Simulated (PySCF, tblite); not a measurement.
# C7H12N2Si: geometry, infrared bands and NMR shifts

Aim: predict the infrared bands and NMR shifts of C7H12N2Si (`CC(C)(C)[Si@H]1CC(C#N)=N1`).

Computed with tblite 0.8.0 and PySCF 2.14.0, with density-fitted response routines of our own, on a single molecule in the gas phase. Atoms count from 0, in the outputs and in this text.

### Step 1. Starting geometry

22 atoms, charge 0, multiplicity 1; geometry from: force field or distance geometry start.

Bonds of the start (Å): C0–C1 1.49, C1–C2 1.51, C1–C3 1.51, C1–Si4 1.85, Si4–C5 1.82, C5–C6 1.49, C6–C7 1.45, C7–N8 1.15, C6–N9 1.29, N9–Si4 1.76, C0–H10 1.09, C0–H11 1.10, C0–H12 1.14, C2–H13 1.13, C2–H14 1.09, C2–H15 1.12, C3–H16 1.12, C3–H17 1.10, C3–H18 1.10, Si4–H19 1.47, C5–H20 1.11, C5–H21 1.13.

### Step 2. Optimising the geometry with GFN2-xTB

The job: settings as JSON, then the geometry in Å.

```
{"job": {"kind": "relax", "xc": "GFN2-xTB", "basis": "xTB"}, "charge": 0, "multiplicity": 1}
C     -2.164900     0.793900    -0.669600
C     -1.050600    -0.023300    -0.110900
C     -1.447900    -0.671700     1.197100
C     -0.744200    -1.138000    -1.085700
Si     0.423800     1.082700     0.040500
C      1.805900     0.526700     1.086400
C      2.571200     0.222000    -0.149600
C      3.905600    -0.312500    -0.309100
N      4.966300    -0.745300    -0.450000
N      1.704500     0.563800    -1.045800
H     -1.819900     1.805800    -0.902700
H     -2.496900     0.331700    -1.609300
H     -3.054700     0.809600     0.037900
H     -2.492200    -1.073400     1.037200
H     -0.819000    -1.536900     1.390800
H     -1.493000     0.036000     2.063700
H     -0.783100    -2.134700    -0.580700
H      0.297800    -1.009100    -1.424300
H     -1.405800    -1.088800    -1.959800
H      0.140600     2.524300     0.041800
H      1.649100    -0.327700     1.773200
H      2.297100     1.384400     1.628000
```

Launch:

```
$ OMP_NUM_THREADS=1 python probes_run.py task.json out
```

One launch serves the whole session: the jobs run in the order shown.

**Question.** This job is followed by: GFN2-xTB harmonic vibrations, gas phase; GIAO PBE0/pcSseg-1 NMR shielding, non-relativistic, gas phase. What will the session give for the following? strongest single infrared mode (GFN2-xTB); zero-point energy (GFN2-xTB); 13C shifts against TMS (PBE0/pcSseg-1, means over atoms taken as alike); 1H shifts against TMS (PBE0/pcSseg-1, means over atoms taken as alike); 29Si shifts against TMS (PBE0/pcSseg-1); 15N shifts against NH3 (PBE0/pcSseg-1).

**Answer**, as computed:

```
                                                               quantity                               value
                              strongest single infrared mode (GFN2-xTB)               2299 cm⁻¹, 320 km/mol
                                           zero-point energy (GFN2-xTB)                      109.6 kcal/mol
13C shifts against TMS (PBE0/pcSseg-1, means over atoms taken as alike)  183.0, 118.9, 35.8, 26.6, 24.5 ppm
 1H shifts against TMS (PBE0/pcSseg-1, means over atoms taken as alike)          5.28, 2.56, 2.55, 1.16 ppm
                                29Si shifts against TMS (PBE0/pcSseg-1)                            13.5 ppm
                                 15N shifts against NH3 (PBE0/pcSseg-1)                    510.8, 319.6 ppm
```

In words: Over 214 steps the energy fell by 1.298 eV; of the close pairs, Si4–C5 changed most, 1.820 to 1.934 Å. No mode is imaginary among the 60: a minimum at this level. The strongest single mode, at 2299 cm⁻¹, moves mainly H19. Unscaled tight-binding wavenumbers are off by several per cent, some by more. Its intensities can rank the bands wrongly. At PBE0/pcSseg-1: The largest span, 972 ppm, is at N9, where the paramagnetic term is -571 ppm.
